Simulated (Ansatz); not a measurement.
Molecular dynamics of Cs4Te2O2F7

Input:

```yaml
accuracy: low
crystal:
  lattice:
    - [3.3475, -7.3202, 0.0]
    - [3.3475, 7.3202, 0.0]
    - [0.0, 0.0, 7.1709]
  atoms:
    - { symbol: Cs, position: [0.45114461, 0.53493005, 0.24354673] }
    - { symbol: Cs, position: [0.55724423, 0.42350153, 0.75995443] }
    - { symbol: Cs, position: [0.77182871, 0.30264538, 0.26836859] }
    - { symbol: Cs, position: [0.21955084, 0.74836372, 0.72940607] }
    - { symbol: Te, position: [0.15696264, 0.91489528, 0.23569457] }
    - { symbol: Te, position: [0.88604253, 0.09819618, 0.73887747] }
    - { symbol: O, position: [0.234297, 0.74775798, 0.28684929] }
    - { symbol: O, position: [0.73908489, 0.19171853, 0.73748302] }
    - { symbol: F, position: [0.41469892, 0.14087994, 0.028499] }
    - { symbol: F, position: [0.57954043, 0.76165033, 0.65911559] }
    - { symbol: F, position: [0.08886047, 0.34719663, 0.93740715] }
    - { symbol: F, position: [0.89173539, 0.69050241, 0.45451452] }
    - { symbol: F, position: [0.72909486, 0.92730961, 0.99717336] }
    - { symbol: F, position: [0.36743857, 0.09941604, 0.45695462] }
    - { symbol: F, position: [0.14357963, 0.33208287, 0.50337455] }
basis:
  ecutwfc: 420.0
kpoints:
  mp_grid: { grid: [2, 2, 1] }
hamiltonian:
  xc: pbesol
scf:
  occupations: { method: fermi_dirac, width: 0.05 }
  lower_state_search: "off"
md:
  timestep: 1
  n_steps: 140
  ensemble: nve
  temperature: 1950.0
  initial_velocities: maxwell_boltzmann
  seed: 638889
```

Run as:

```bash
$ ansatz run input.yaml --threads 1 --pin off --max-ram 3072MiB --backend cpu --events-out ev --progress --plain --runs-dir out
```

It goes on from the last frame of an earlier run, with new velocities.

Output, in part (step lines):

```
md step     0: t =     0.00 fs  T =  1950.0 K  F+E_penalty+E_count = -42877.04707636 eV  E_kin = 3.528798 eV  conserved = -42873.51827839 eV  (28 SCF iters)
md step     1: t =     1.00 fs  T =  1912.6 K  F+E_penalty+E_count = -42876.97925240 eV  E_kin = 3.461105 eV  conserved = -42873.51814789 eV  (21 SCF iters)
md step     2: t =     2.00 fs  T =  1870.3 K  F+E_penalty+E_count = -42876.90250982 eV  E_kin = 3.384556 eV  conserved = -42873.51795426 eV  (20 SCF iters)
md step     3: t =     3.00 fs  T =  1824.9 K  F+E_penalty+E_count = -42876.82007920 eV  E_kin = 3.302368 eV  conserved = -42873.51771081 eV  (20 SCF iters)
md step     4: t =     4.00 fs  T =  1778.5 K  F+E_penalty+E_count = -42876.73593273 eV  E_kin = 3.218488 eV  conserved = -42873.51744484 eV  (19 SCF iters)
md step     5: t =     5.00 fs  T =  1733.6 K  F+E_penalty+E_count = -42876.65435006 eV  E_kin = 3.137157 eV  conserved = -42873.51719331 eV  (7 SCF iters)
md step     6: t =     6.00 fs  T =  1692.2 K  F+E_penalty+E_count = -42876.57933436 eV  E_kin = 3.062338 eV  conserved = -42873.51699673 eV  (7 SCF iters)
md step     7: t =     7.00 fs  T =  1656.2 K  F+E_penalty+E_count = -42876.51400230 eV  E_kin = 2.997115 eV  conserved = -42873.51688754 eV  (5 SCF iters)
[... lines left out ...]
md step   140: t =   140.00 fs  T =  1294.1 K  F+E_penalty+E_count = -42875.86014480 eV  E_kin = 2.341880 eV  conserved = -42873.51826454 eV  (16 SCF iters)
```

The steps, from the saved trajectory:

| time (fs) | T (K) | potential energy less start (eV) | conserved less start (meV/atom) |
| --- | --- | --- | --- |
| 0.0 | 1950 | 0.000 | 0.00 |
| 4.0 | 1779 | 0.311 | 0.06 |
| 8.0 | 1626 | 0.587 | 0.09 |
| 12.0 | 1561 | 0.704 | 0.05 |
| 16.0 | 1521 | 0.776 | 0.04 |
| 20.0 | 1467 | 0.876 | 0.05 |
| 24.0 | 1423 | 0.955 | 0.07 |
| 28.0 | 1422 | 0.956 | 0.08 |
| 32.0 | 1475 | 0.860 | 0.07 |
| 36.0 | 1561 | 0.705 | 0.04 |
| 40.0 | 1630 | 0.580 | 0.02 |
| 44.0 | 1640 | 0.561 | 0.03 |
| 48.0 | 1618 | 0.601 | 0.06 |
| 52.0 | 1612 | 0.612 | 0.04 |
| 56.0 | 1594 | 0.645 | 0.02 |
| 60.0 | 1521 | 0.776 | 0.03 |
| 64.0 | 1420 | 0.961 | 0.06 |
| 68.0 | 1344 | 1.098 | 0.08 |
| 72.0 | 1329 | 1.124 | 0.08 |
| 76.0 | 1367 | 1.056 | 0.05 |
| 80.0 | 1401 | 0.993 | 0.01 |
| 84.0 | 1375 | 1.042 | 0.04 |
| 88.0 | 1338 | 1.108 | 0.10 |
| 92.0 | 1393 | 1.008 | 0.06 |
| 96.0 | 1467 | 0.873 | 0.00 |
| 100.0 | 1461 | 0.885 | 0.03 |
| 104.0 | 1399 | 0.997 | 0.05 |
| 108.0 | 1331 | 1.120 | 0.05 |
| 112.0 | 1263 | 1.244 | 0.03 |
| 116.0 | 1166 | 1.420 | 0.02 |
| 120.0 | 1019 | 1.685 | 0.03 |
| 124.0 | 867 | 1.961 | 0.09 |
| 128.0 | 828 | 2.032 | 0.13 |
| 132.0 | 967 | 1.779 | 0.07 |
| 136.0 | 1169 | 1.414 | 0.00 |
| 140.0 | 1294 | 1.187 | 0.00 |

The run went to its last step. The conserved energy stayed within 0.13 meV per atom of its start (net change 0.00087 meV per atom), so the integration is sound. A run of 0.14 ps of so small a system gives no equilibrium averages. Limits of this set-up: coarse k mesh, odd electron count without spin, low accuracy level.

Mean squared displacements from the first frame to the last, about the centre of mass: Cs 0.22 Å², Te 0.29 Å², O 0.27 Å², F 0.89 Å².

Last frame:

```xyz
15
Lattice="3.3475 -7.3202 0.0000 3.3475 7.3202 0.0000 0.0000 0.0000 7.1709" Properties=species:S:1:pos:R:3
Cs 3.749 0.448 1.595
Cs 3.170 -1.216 5.534
Cs 3.759 -3.909 1.388
Cs 3.223 3.914 5.066
Te 3.226 5.859 1.956
Te 3.273 -5.624 5.816
O 3.102 4.045 1.785
O 3.495 -3.795 5.685
F 1.298 -1.329 0.481
F 5.266 1.923 4.321
F 1.766 1.391 6.553
F 5.242 -1.704 3.773
F 4.742 2.461 6.795
F 1.674 -1.017 2.941
F 0.864 1.252 4.101
```

The run took 12 min on 1 thread of Arm Neoverse V2, with other jobs on the host, peak memory 0.78 GiB.
